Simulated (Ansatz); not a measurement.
# TiHO+ (quintet): wave-function methods side by side, def2-TZVPP

The task here is to estimate one member of a computed series from the others.

Computed with Ansatz 0.2.0, Gaussian basis. Level: def2-TZVPP, core rule «outside noble gas», up to 10 orbitals frozen.

To be run: UHF; ROHF; CCSD(T) on UHF.

**The system**

The geometry is a PBE0/def2-TZVP stationary point (not a proven minimum) of the parent state, kept for this charge and spin.

3 atoms, charge 1, spin multiplicity 5.

Atoms are counted from 1 here; the program's logs count them from 0.

Bond lengths: Ti1–O2 1.831 Å, O2–H3 0.957 Å. Angles: Ti1–O2–H3 136.2°.

The first run:

File in.yaml:

```yaml
crystal:
  periodic: [false, false, false]
  atoms:
    - {symbol: Ti, position_ang: [0.000000, -0.139457, 1.461137]}
    - {symbol: O, position_ang: [0.000000, -0.241665, -0.367054]}
    - {symbol: H, position_ang: [0.000000, 0.381123, -1.094084]}
basis:
  gaussian: {orbitals: def2-TZVPP}
total_charge: 1
magnetization: {spin_polarized: true, initial_magnetization: 4}
hamiltonian: {xc: hf}
output: {orbitals: {seedname: orbitals}}
```

Command:

```
$ ansatz run in.yaml --threads 1 --pin off --events-out ev --progress --plain --max-ram 4096MiB --backend cpu
```

Among the steps run: UHF; ROHF; CCSD(T) on UHF.

One of the session's tables, all rows but one given; the rest of the session is left out.

It belongs to the step «Misses and costs». 

```
  method  from UCCSD(T) (meV)
    ROHF              +6922.7
     UHF              +6681.1
    UMP2                    ?
   UCCSD               +169.0
UCCSD(T)                    0
```

Q: Estimate the row for UMP2 from the others.

The run gave: from UCCSD(T) (meV): +737.6. In the column «from UCCSD(T) (meV)» it lies between UCCSD (+169.0) and UHF (+6681.1).
